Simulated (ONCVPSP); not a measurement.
**Pseudopotential generation for fluorine: ONCV, PBE**

Aim: build the potential from the settings below, then test how well it stands in for the atom: other configurations, scattering, ghost states and the plane-wave cutoff that it needs.

The numbers are computed with ONCVPSP 4.0.1 (PBE, scalar-relativistic, spin-unpolarised reference atom).

## (1) Starting point

Typed settings, in words:

```
element                 : fluorine (F, Z = 9)
type                    : optimised norm-conserving Vanderbilt (ONCV)
frozen core             : [He]
valence charge          : 7
reference configuration : 2s2 2p5
partial waves           : 2s: rc 0.80 bohr, ncon 4, nbas 8, qcut 9.3 1/bohr, 2 projectors, debl 2.4 Ha; 2p: rc 1.35 bohr, ncon 3, nbas 7, qcut 8.5 1/bohr, 2 projectors, debl 2.1 Ha; d scattering state at 0.12 Ha: rc 1.25 bohr, ncon 4, nbas 7, qcut 7.7 1/bohr, 1 projector
local potential         : polynomial inside 0.50 bohr (lpopt 1, dvloc0 2 Ha)
core correction         : polynomial model core, fcfact 0.25
```

The nodes and maxima of the atom's own shells, from an earlier all-electron run, set the scale for the radii.

All-electron outer shells of the reference configuration (PBE, scalar-relativistic, ld1.x):

| shell | level (eV) | outermost node (bohr) | outermost maximum (bohr) |
| --- | --- | --- | --- |
| 1s | -663.37 | – | 0.11 |
| 2s | -29.90 | 0.24 | 0.76 |
| 2p | -11.11 | – | 0.71 |

## (2) Generation

Input file F.dat:

```
# ATOM AND REFERENCE CONFIGURATION
# atsym  z   nc   nv     iexc    psfile
  F 9.00    1    2        4      upf
#
#   n    l    f
    1    0    2.00
    2    0    2.00
    2    1    5.00
#
# PSEUDOPOTENTIAL AND OPTIMIZATION
# lmax
    2
#
#   l,   rc,      ep,       ncon, nbas, qcut
    0    0.80    0.00    4    8    9.30
    1    1.35    0.00    3    7    8.50
    2    1.25    0.12    4    7    7.70
#
# LOCAL POTENTIAL
# lloc, lpopt,  rc(5),   dvloc0
    4    1    0.50    2.00
#
# VANDERBILT-KLEINMAN-BYLANDER PROJECTORs
# l, nproj, debl
    0    2    2.40
    1    2    2.10
    2    1    3.50
#
# MODEL CORE CHARGE
# icmod, fcfact, rcfact
    1    0.25    0.00
#
# LOG DERIVATIVE ANALYSIS
# epsh1, epsh2, depsh
   -3.00    5.00    0.02
#
# OUTPUT GRID
# rlmax, drl
    6.00    0.01
#
# TEST CONFIGURATIONS
# ncnf
    4
# nvcnf
#   n    l    f
    2
    2    0    2.00
    2    1    4.00
#
    2
    2    0    2.00
    2    1    3.00
#
    2
    2    0    2.00
    2    1    2.00
#
    2
    2    0    2.00
    2    1    1.00
#
```

Launch:

```console
oncvpsp.x < F.dat > F.out
```

Q: Predict the outcome of this session. Wanted: cutoffs for 1 and 0.1 mHa per electron, occupied waves; bound ghosts; GHOST(+) flags; largest test error; largest phase difference near zero energy, channels read; rms error of d²Exc/dn², without and with the model core.

**Answer**, as computed:

| quantity | value |
| --- | --- |
| cutoffs for 1 and 0.1 mHa per electron, occupied waves | 48 Ha and 237 Ha |
| bound ghosts | none found |
| GHOST(+) flags | none at low energy |
| largest test error (AE − PS) | +3401 meV, for 2s2 2p1 |
| largest phase difference near zero energy, channels read | 0.000 rad |
| rms error of d²Exc/dn², without and with the model core | 1.57 and 1.87 mHa |

By total energies transferability is poor: the largest error is 3401 meV on 204.2 eV, for 2s2 2p1. That test lies far up in energy; among those under 40 eV, nearer to bonding, the largest error is 43 meV. It counts as hard, with 48 Ha needed at the looser tolerance. The tighter tolerance needs 237 Ha, and converged work needs a cutoff nearer that. At the looser tolerance the 2s wave is the slowest; 2p needs 30 Ha. No bound ghost shows below the valence levels. Near zero energy the phases of the channels with partial waves agree within 0.001 rad.
